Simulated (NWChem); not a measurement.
**GaHSeCl2 (SMILES [Cl][Ga]([Cl])[SeH]): levels of theory compared**

Wanted: a comparison of 5 runs (HF/STO-3G, HF/3-21G, B3LYP/6-31G*, SVWN5/6-31G*) of GaHSeCl2. 

The calculation is run with NWChem 7.3.0.

## 1. The system as given

GaHSeCl2 has 5 atoms, charge 0, and is taken as a singlet. As SMILES, `[Cl][Ga]([Cl])[SeH]`. Geometry: relaxed at PBE0-D4/def2-TZVP.

Bond lengths: Cl1–Ga2 2.125 Å, Ga2–Cl3 2.127 Å, Ga2–Se4 2.299 Å, Se4–H5 1.470 Å. Angles: Cl1–Ga2–Cl3 117.8°, Cl1–Ga2–Se4 120.0°, Cl3–Ga2–Se4 122.1°, Ga2–Se4–H5 90.8°.

## 2. Energy and gradient at HF/STO-3G (run 1)

Contents of m1.nw:

```
start m1
title "Cl2GaHSe"
memory total 2200 mb

geometry noautosym nocenter noautoz
   Cl       1.565200      -0.816300       1.955100
   Ga       0.270800      -0.384500       0.326100
   Cl      -0.593300      -2.024800      -0.717000
   Se      -0.155400       1.797300      -0.258200
   H       -1.037500       1.354700      -1.347300
end

basis spherical bse
   * library STO-3G
end

scf
   singlet
   rhf
   thresh 1e-08
   maxiter 80
end

task scf gradient
```

Started as:

```console
nwchem m1.nw > m1.out
```

Output:

```text
[...]
  functions       =    55
[...]
  wavefunction    = RHF
[...]
         Total SCF energy =  -5184.366870239614
      One-electron energy =  -8707.603165543254
      Two-electron energy =   2794.789131116131
 Nuclear repulsion energy =    728.447164187509
        Time for solution =     10.4s
[...]
                         RHF ENERGY GRADIENTS
    atom               coordinates                        gradient
                 x          y          z           x          y          z
   1 Cl      2.957799  -1.542583   3.694603    0.017725  -0.004000   0.022266
   2 Ga      0.511738  -0.726600   0.616240   -0.001721  -0.003998  -0.002021
   3 Cl     -1.121174  -3.826317  -1.354934   -0.012901  -0.023022  -0.015621
   4 Se     -0.293663   3.396405  -0.487927    0.005064   0.041060   0.005293
   5 H      -1.960591   2.560012  -2.546028   -0.008167  -0.010041  -0.009917
[...]
```

It took 15 s on 1 thread of Intel Xeon Platinum 8259CL at 2.50GHz (Skylake/Cascade Lake), shared host; peak memory 0.098 GiB.

## 3. Energy and gradient at HF/3-21G (run 2)

Contents of cl2gahse.nw:

```
start cl2gahse
title "Cl2GaHSe hf"
memory stack 880 mb heap 220 mb global 1100 mb

geometry units angstrom noautosym nocenter noautoz
 Cl       1.565200      -0.816300       1.955100
 Ga       0.270800      -0.384500       0.326100
 Cl      -0.593300      -2.024800      -0.717000
 Se      -0.155400       1.797300      -0.258200
 H       -1.037500       1.354700      -1.347300
end

basis spherical bse
 * library 3-21G
end

scf
 thresh 1e-08
 maxiter 80
end

task scf gradient
```

Started as:

```console
nwchem cl2gahse.nw > cl2gahse.out
```

Output:

```text
[...]
  functions       =    72
[...]
  wavefunction    = RHF
[...]
         Total SCF energy =  -5217.649762346352
      One-electron energy =  -8723.884268104041
      Two-electron energy =   2777.787341570179
 Nuclear repulsion energy =    728.447164187509
        Time for solution =      8.5s
[...]
                         RHF ENERGY GRADIENTS
    atom               coordinates                        gradient
                 x          y          z           x          y          z
   1 Cl      2.957799  -1.542583   3.694603   -0.017858   0.006388  -0.022482
   2 Ga      0.511738  -0.726600   0.616240    0.000009  -0.011555   0.000293
   3 Cl     -1.121174  -3.826317  -1.354934    0.011962   0.022487   0.014433
   4 Se     -0.293663   3.396405  -0.487927    0.004106  -0.012868   0.005411
   5 H      -1.960591   2.560012  -2.546028    0.001782  -0.004452   0.002346
[...]
```

Wall time 14 s (1 thread of Intel Xeon Platinum 8259CL at 2.50GHz (Skylake/Cascade Lake), shared host); peak memory 0.099 GiB.

Run 3 isn't shown in full; the table further down has it.

## 4. Energy and forces at SVWN5/6-31G(d) (spherical functions) (run 4)

Contents of cl2gahse.xyz:

```xyz
5
Cl2GaHSe
Cl     1.565200    -0.816300     1.955100
Ga     0.270800    -0.384500     0.326100
Cl    -0.593300    -2.024800    -0.717000
Se    -0.155400     1.797300    -0.258200
H     -1.037500     1.354700    -1.347300
```

Contents of cl2gahse.nw:

```
START cl2gahse
TITLE "Cl2GaHSe"
memory total 2200 mb

GEOMETRY noautosym nocenter noautoz
  load cl2gahse.xyz
END

BASIS "ao basis" spherical bse
  * library 6-31G*
END

DFT
  xc slater vwn_5
  grid fine
  convergence energy 1e-08
  maxiter 100
  mulliken
END

TASK dft gradient
```

Started as:

```console
nwchem cl2gahse.nw > cl2gahse.out
```

Output:

```text
[...]
          Wavefunction type:  closed shell.
          No. of atoms     :     5
          No. of electrons :   100
[...]
          Charge           :     0
          Spin multiplicity:     1
[...]
          AO basis - number of functions:   102
[...]
              XC Information
              --------------
                        Slater Exchange Functional  1.000 local
                      VWN V Correlation Functional  1.000 local
[...]
 d= 0,ls=0.0,diis     1  -5237.4455690060 -5.97D+03  2.37D-02  9.34D-01     6.9
[...]
 d= 0,ls=0.0,diis    11  -5237.5473534202 -6.34D-09  3.94D-07  9.51D-10    48.1
         Total DFT energy =    -5237.547353420191
      One electron energy =    -8749.409934592919
           Coulomb energy =     2993.036352875628
    Exchange-Corr. energy =     -209.620935890409
 Nuclear repulsion energy =      728.447164187509
[...]
      Total Density - Mulliken Population Analysis
     ---------------------------------------------
    Atom       Charge   Shell Charges
 -----------   ------   -------------------------------------------------------
    1 Cl  17    17.01   2.00  2.00  5.97  1.43  3.60  0.48  1.53  0.01
    2 Ga  31    31.12   2.00  2.00  6.00  2.00  5.99  1.26  1.54 -0.01  0.09  6.79  2.93  0.53
    3 Cl  17    17.02   2.00  2.00  5.97  1.43  3.60  0.48  1.53  0.01
    4 Se  34    34.00   2.00  2.00  6.00  2.00  5.98  1.65  3.22  0.19  0.91  6.90  2.93  0.22
    5 H    1     0.85   0.44  0.40
[...]
  wavefunction    = closed shell
                         DFT ENERGY GRADIENTS
    atom               coordinates                        gradient
                 x          y          z           x          y          z
   1 Cl      2.957799  -1.542583   3.694603    0.001344  -0.000248   0.001691
   2 Ga      0.511738  -0.726600   0.616240    0.000553  -0.002436   0.000759
   3 Cl     -1.121174  -3.826317  -1.354934   -0.000681  -0.001135  -0.000837
   4 Se     -0.293663   3.396405  -0.487927   -0.005803   0.000215  -0.007262
   5 H      -1.960591   2.560012  -2.546028    0.004586   0.003604   0.005648
[...]
```

Wall time 79 s (1 thread of Intel Xeon Platinum 8259CL at 2.50GHz (Skylake/Cascade Lake), shared host); peak memory 0.12 GiB.

## 5. Energy and gradient at B3LYP/6-31G(d) (Cartesian functions) (run 5)

Contents of input.xyz:

```xyz
5
Cl2GaHSe
Cl     1.565200    -0.816300     1.955100
Ga     0.270800    -0.384500     0.326100
Cl    -0.593300    -2.024800    -0.717000
Se    -0.155400     1.797300    -0.258200
H     -1.037500     1.354700    -1.347300
```

Contents of run.py:

```python
from ase.io import read
from ase.calculators.nwchem import NWChem

mol = read('input.xyz')

calc = NWChem(
    label='input',
    theory='dft',
    memory='2200 mb',
    basis='6-31G*',
    dft={'xc': 'b3lyp', 'mult': '1', 'grid': 'fine', 'convergence': 'energy 1e-08', 'iterations': '100', 'mulliken': None},
)
mol.calc = calc

forces = mol.get_forces()
print(f"energy = {mol.get_potential_energy():.6f} eV")
print("forces (eV/A):")
for s, f in zip(mol.symbols, forces):
    print(f"{s:2s} {f[0]:10.5f} {f[1]:10.5f} {f[2]:10.5f}")
print("dipole (e A):", mol.get_dipole_moment().round(4))
```

Started as:

```console
export ASE_NWCHEM_COMMAND="nwchem PREFIX.nwi > PREFIX.nwo"
python run.py
```

Output:

```text
energy = -142780.032214 eV
forces (eV/A):
Cl    0.29516   -0.11195    0.37158
Ga   -0.01784    0.14378   -0.02612
Cl   -0.19710   -0.39117   -0.23700
Se    0.08855    0.42243    0.10125
H    -0.16872   -0.06309   -0.20970
dipole (e A): [-0.1537  0.2875 -0.1984]
```

The calculator wrote input.nwi:

```
title "input"

permanent_dir input

scratch_dir input

start input

geometry units angstrom nocenter noautosym noautoz
  Cl 1.5651999999999999e+00 -8.1630000000000003e-01 1.9551000000000001e+00
  Ga 2.7079999999999999e-01 -3.8450000000000001e-01 3.2610000000000000e-01
  Cl -5.9330000000000005e-01 -2.0247999999999999e+00 -7.1699999999999997e-01
  Se -1.5540000000000001e-01 1.7972999999999999e+00 -2.5819999999999999e-01
  H  -1.0375000000000001e+00 1.3547000000000000e+00 -1.3472999999999999e+00
end

memory 2200 mb

basis noprint
   * library 6-31G*
end

dft
  xc b3lyp
  mult 1
  grid fine
  convergence energy 1e-08
  iterations 100
  mulliken
end

task dft gradient
```

input.nwo:

```text
Northwest Computational Chemistry Package (NWChem) 7.3.0
             --------------------------------------------------------

           Job information
           ---------------

    nwchem branch   = 7.3.0
    use scalapack   = T
    input           = input.nwi
    prefix          = input.
    data base       = input/input.db
    status          = startup
    nproc           =        1

           Memory information
           ------------------

    heap     =     72089598 doubles =      550.0 Mbytes
    stack    =     72089595 doubles =      550.0 Mbytes
    global   =    144179200 doubles =     1100.0 Mbytes (distinct from heap & stack)
    total    =    288358393 doubles =     2200.0 Mbytes
    verify   = yes
    hardfail = no

           Directory information
           ---------------------

  0 permanent = input
  0 scratch   = input

                                NWChem Input Module
                                -------------------

                                       input
                                       -----

[... 86 lines left out ...]
  convergence criterion.
[... 17 lines left out ...]
          Convergence on gradient requested:  5.00D-04
[... 27 lines left out ...]
          Convergence aids based upon iterative change in
[... 28 lines left out ...]
 1-e energy   =   -8751.505311
[... 41 lines left out ...]
         Total DFT energy =    -5247.069446810322
[... 2 lines left out ...]
    Exchange-Corr. energy =     -219.177088709023
[... 836 lines left out ...]
          Convergence on energy requested:  1.00D-08
[... 25 lines left out ...]
          Spatial weights used:  Erf1
[... 4 lines left out ...]
          total energy or number of iterations.
[... 18 lines left out ...]
                            NWChem DFT Gradient Module
                            --------------------------

                                       input

  charge          =   0.00
  wavefunction    = closed shell

                         DFT ENERGY GRADIENTS

    atom               coordinates                        gradient
                 x          y          z           x          y          z
   1 Cl      2.957799  -1.542583   3.694603   -0.005740   0.002177  -0.007226
   2 Ga      0.511738  -0.726600   0.616240    0.000347  -0.002796   0.000508
   3 Cl     -1.121174  -3.826317  -1.354934    0.003833   0.007607   0.004609
   4 Se     -0.293663   3.396405  -0.487927   -0.001722  -0.008215  -0.001969
   5 H      -1.960591   2.560012  -2.546028    0.003281   0.001227   0.004078

                 ----------------------------------------
                 |  Time  |  1-e(secs)   |  2-e(secs)   |
                 ----------------------------------------
                 |  CPU   |       0.01   |      29.89   |
                 ----------------------------------------
                 |  WALL  |       0.01   |      29.89   |
                 ----------------------------------------

 Task  times  cpu:       84.1s     wall:       84.1s
 Total times  cpu:       84.2s     wall:       84.2s
```

It took 86 s on 1 thread of Intel Xeon Platinum 8259CL at 2.50GHz (Skylake/Cascade Lake), shared host; peak memory 0.13 GiB.

## 6. The series

```tsv
run	level	iteration cap	module	energy (Eh)	dipole moment (D)	HOMO energy (eV)	LUMO energy (eV)	wall time
1	HF/STO-3G	80	scf	-5184.366870	2.31	-8.53	3.77	15 s
2	HF/3-21G	80	scf	-5217.649762	2.26	-10.73	1.19	14 s
3	B3LYP/6-31G* (spherical functions)	100	dft	-5247.050974	1.83	-7.63	-2.06	85 s
4	SVWN5/6-31G* (spherical functions)	100	dft	-5237.547353	1.87	-6.86	-2.93	79 s
5	B3LYP/6-31G* (Cartesian functions)	100	dft	-5247.069447	1.83	-7.63	-2.07	86 s
```

## 7. Outcome

| quantity | value |
| --- | --- |
| run 5: total energy | -5247.06945 Eh |
| run 5: dipole moment | 1.83 D |
| run 5: HOMO energy | -7.63 eV |
| run 5: LUMO energy | -2.07 eV |
| run 5: HOMO–LUMO gap | 5.56 eV |
| run 5: largest force on an atom | 0.498 eV/Å |

What this shows: The dipole moment (its size) runs from 1.83 D (B3LYP/6-31G*) to 2.31 D (HF/STO-3G). The two ends differ in method and basis. The HOMO–LUMO gap runs from 3.93 eV (SVWN5/6-31G*) to 12.31 eV (HF/STO-3G). Totals of different functionals can't be ranked against each other. In run 1 the basis is minimal, so the values are rough. All runs together took 4.6 min, the longest 86 s.
